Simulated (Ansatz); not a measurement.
# YP: a single-point run

Wanted: a converged single-point run for YP, and a check of what comes out. The structure is shown as the input types it. The cell is built on a prototype (CsCl type) and needn't be the phase found in nature.

Program: Ansatz 0.2.0. Level of theory: density functional or hybrid calculation with the settings of its input, plane waves (as first typed). These are calculated values, not measurements.

5 further runs of the same task are left out: 5 that didn't finish.

### Step 1. The system as given

The structure is cubic, space group Pm-3m (No. 221). The conventional cell has a = 3.476 Å, b = 3.476 Å, c = 3.476 Å, α = 90.00°, β = 90.00°, γ = 90.00°. Y (site symmetry m-3m) is surrounded by 8 P at 3.01 Å. Around P (site symmetry m-3m) lie 8 Y at 3.01 Å.

Coordinates:

```
Y P
1.0
     3.47606    0.00000    0.00000
     0.00000    3.47606    0.00000
     0.00000    0.00000    3.47606
Y P
1 1
Direct
  0.00000 0.00000 0.00000
  0.50000 0.50000 0.50000
```

### Step 2. The run

input.yaml reads:

```yaml
crystal:
  lattice:
    - [3.4760620645, 0.0, 0.0]
    - [0.0, 3.4760620645, 0.0]
    - [0.0, 0.0, 3.4760620645]
  atoms:
    - { symbol: "Y", position: [0.0, 0.0, 0.0] }
    - { symbol: P, position: [0.5, 0.5, 0.5] }
kpoints:
  mp_grid: { grid: [6, 6, 6] }
hamiltonian:
  xc: pbesol
scf:
  occupations: { method: cold, width: 1.5 }
  n_extra_bands: 4
output:
  forces: true
  stress: true
  eigenvalues: true
```

Launch:

```bash
$ ansatz run input.yaml --threads 4 --pin off --max-ram 3686MiB --backend cpu --events-out ev --progress --plain --runs-dir out
```

**Question.** How will this run end, and is anything wrong with its input?

The run converged and reported no error. That alone doesn't make the input a sound one.

In the input, scf.occupations.method is cold; scf.occupations.width is 1.5. A smearing this wide moves electrons out of filled levels into empty ones.

Run again and compare: set scf.occupations.method to fermi_dirac and scf.occupations.width to 0.02.
